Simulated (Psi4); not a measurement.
# SnH2O2 (SMILES [OH][Sn][OH]) at CCSD/def2-SVP (core potential)

Aim: the vertical ionisation energy of SnH2O2 at CCSD/def2-SVP (core potential), from 2 runs. 

Program for the calculation: Psi4 1.11.

2 further runs of the same task are left out: 2 set aside as unsound or not needed.

## Step 1: The structure to begin with

The species is SnH2O2 (5 atoms), meant as a singlet with charge 0. As SMILES, `[OH][Sn][OH]`. The coordinates come from a PBE0-D4/def2-TZVP relaxation. This is one conformer, not always the lowest.

Bond lengths: O1–Sn2 1.987 Å, Sn2–O3 1.966 Å, O1–H4 0.960 Å, O3–H5 0.964 Å. Angles: O1–Sn2–O3 91.9°, Sn2–O1–H4 116.9°, Sn2–O3–H5 111.9°.

## Step 2: The energy at CCSD/def2-SVP (core potential)

input.in

```
memory 1.6 GB

molecule {
  O     -0.984300     0.177800    -0.613800
  Sn    -0.153700    -0.943900     0.800900
  O      1.561800     0.002900     0.636100
  H     -1.901200    -0.005600    -0.831400
  H      1.527200     0.695100    -0.033300
  symmetry c1
}

set {
  basis def2-SVP
  puream true
  e_convergence 1e-09
  d_convergence 1e-08
  scf_type pk
  num_frozen_docc 6
}

E, wfn = energy("ccsd", return_wfn=True)
```

Command:

```console
$ psi4 -i input.in -o input.out -n 1
```

input.out:

```text
[...]
    !!!  WARNING: ECP capability is in beta. Please check occupations closely.  !!!
[...]
  Running in c1 symmetry.
[...]
  Nuclear repulsion =  127.037901285481269
[...]
  Multiplicity = 1
[...]
  Nalpha       = 20
  Nbeta        = 20
[...]
    Number of basis functions: 64
[...]
   @RHF iter   1:  -363.93116659630510   -2.25888e+00   1.11834e-02 ADIIS/DIIS
[...]
   @RHF iter  12:  -364.15155605033880   -1.93268e-12   4.61569e-09 DIIS
[...]
    Orbital Energies [Eh]
    ---------------------
    Doubly Occupied:
       1A    -20.522969     2A    -20.518343     3A     -5.874837
       4A     -4.067626     5A     -4.062055     6A     -4.057778
       7A     -1.355476     8A     -1.347098     9A     -1.332957
      10A     -1.327972    11A     -1.321811    12A     -1.255393
      13A     -1.220949    14A     -0.674060    15A     -0.629327
      16A     -0.536136    17A     -0.486146    18A     -0.482716
      19A     -0.459318    20A     -0.362322
[...]
  @RHF Final Energy:  -364.15155605033880
   => Energetics <=
    Nuclear Repulsion Energy =            127.0379012854812686
    One-Electron Energy =                -838.5883373893609587
    Two-Electron Energy =                 347.3988800535409496
    Total Energy =                       -364.1515560503387974
[...]
 Multipole Moments:
 ------------------------------------------------------------------------------------
     Multipole            Electronic (a.u.)      Nuclear  (a.u.)        Total (a.u.)
 ------------------------------------------------------------------------------------
 L = 1.  Multiply by 2.5417464519 to convert [e a0] to [Debye]
 Dipole X            :         -7.2910204            6.3334203           -0.9576001
 Dipole Y            :        -19.1436369           18.6165279           -0.5271091
 Dipole Z            :         15.0011516          -14.9107793            0.0903723
 Magnitude           :                                                    1.0968177
[...]
      * MP2 total energy                      = -364.627466104490395
[...]
      * CCSD total energy                     = -364.642856100778545
[...]
```

Wall time 20 s (1 thread of Intel Xeon Platinum 8259CL at 2.50GHz (Skylake/Cascade Lake), shared host); peak memory 0.3 GiB.

## Step 3: The doublet cation, same level

h2o2sn.py

```python
import psi4

psi4.set_memory('1600 MB')
psi4.set_num_threads(1)
psi4.core.set_output_file('output.dat', False)

geom = psi4.geometry("""
1 2
O     -0.984300     0.177800    -0.613800
Sn    -0.153700    -0.943900     0.800900
O      1.561800     0.002900     0.636100
H     -1.901200    -0.005600    -0.831400
H      1.527200     0.695100    -0.033300
units angstrom
symmetry c1
""")

psi4.set_options({
    'basis': 'def2-SVP',
    'reference': 'uhf',
    'puream': True,
    'e_convergence': 1e-09,
    'd_convergence': 1e-08,
    'scf_type': 'pk',
    'num_frozen_docc': 6,
    'maxiter': 200,
})

energy_value, wavefunction = psi4.energy("ccsd", molecule=geom, return_wfn=True)
print(f'ccsd energy: {energy_value:.10f} Eh')
```

Command:

```console
$ python h2o2sn.py
```

output.dat:

```text
[...]
    !!!  WARNING: ECP capability is in beta. Please check occupations closely.  !!!
[...]
  Running in c1 symmetry.
[...]
  Nuclear repulsion =  127.037901285481269
[...]
  Multiplicity = 2
[...]
  Nalpha       = 20
  Nbeta        = 19
[...]
    Number of basis functions: 64
[...]
   @UHF iter   1:  -363.56821517413397   -1.89593e+00   1.07601e-02 ADIIS/DIIS
[...]
   @UHF iter  26:  -363.82349264880230   -1.34719e-11   8.36300e-09 DIIS
[...]
   @S^2 Observed:                8.350263252E-01
[...]
    Orbital Energies [Eh]
    ---------------------
    Alpha Occupied:
       1A    -20.876776     2A    -20.744123     3A     -6.156554
       4A     -4.347496     5A     -4.345862     6A     -4.337976
       7A     -1.660871     8A     -1.620704     9A     -1.613934
      10A     -1.607089    11A     -1.604585    12A     -1.578750
      13A     -1.460340    14A     -0.981329    15A     -0.905278
      16A     -0.859442    17A     -0.814077    18A     -0.731610
      19A     -0.682415    20A     -0.649758
    Alpha Virtual:
      21A     -0.198935    22A     -0.129156    23A     -0.068777
      24A      0.010374    25A      0.069070    26A      0.093052
[...]
  @UHF Final Energy:  -363.82349264880230
   => Energetics <=
    Nuclear Repulsion Energy =            127.0379012854812686
    One-Electron Energy =                -827.7068425092413690
    Two-Electron Energy =                 336.8454485749578566
    Total Energy =                       -363.8234926488023007
  UHF NO Occupations:
  HONO-2 :   18  A 1.9992094
  HONO-1 :   19  A 1.9588795
[...]
 Multipole Moments:
 ------------------------------------------------------------------------------------
     Multipole            Electronic (a.u.)      Nuclear  (a.u.)        Total (a.u.)
 ------------------------------------------------------------------------------------
 L = 1.  Multiply by 2.5417464519 to convert [e a0] to [Debye]
 Dipole X            :         -7.8944983            6.3334203           -1.5610780
 Dipole Y            :        -19.0404133           18.6165279           -0.4238855
 Dipole Z            :         14.6464119          -14.9107793           -0.2643674
 Magnitude           :                                                    1.6390648
[...]
      * MP2 total energy                      = -364.268894922303105
[...]
      * CCSD total energy                     = -364.296075512207437
```

The script printed:

```text
ccsd energy: -364.2960755122 Eh
```

Wall time 48 s (1 thread of Intel Xeon Platinum 8259CL at 2.50GHz (Skylake/Cascade Lake), shared host); peak memory 0.31 GiB.

## Step 4: Results

At CCSD/def2-SVP (core potential), 6 core orbitals frozen:

```
                                                                  quantity          value
                                              singlet SnH2O2: total energy  -364.64286 Eh
                       singlet SnH2O2: HOMO energy (Hartree–Fock orbitals)       -9.86 eV
                       singlet SnH2O2: LUMO energy (Hartree–Fock orbitals)        0.88 eV
                     singlet SnH2O2: HOMO–LUMO gap (Hartree–Fock orbitals)       10.74 eV
               singlet SnH2O2: correlation energy (6 core orbitals frozen)     -491.3 mEh
                                             singlet SnH2O2: T1 diagnostic          0.017
                                              doublet cation: total energy  -364.29608 Eh
doublet cation: HOMO energy (Hartree–Fock orbitals) (highest over α and β)      -17.55 eV
 doublet cation: LUMO energy (Hartree–Fock orbitals) (lowest over α and β)       -7.65 eV
               doublet cation: correlation energy (6 core orbitals frozen)     -472.6 mEh
                         doublet cation: ⟨S²⟩ of the reference determinant          0.835
                                             doublet cation: T1 diagnostic          0.059
                        vertical ionisation energy (to the doublet cation)       9.436 eV
```

What this shows: The vertical ionisation energy comes to 9.44 eV (218 kcal/mol). The T1 diagnostic (doublet cation) of 0.059 is above the customary mark for such species, so a single reference may not serve.
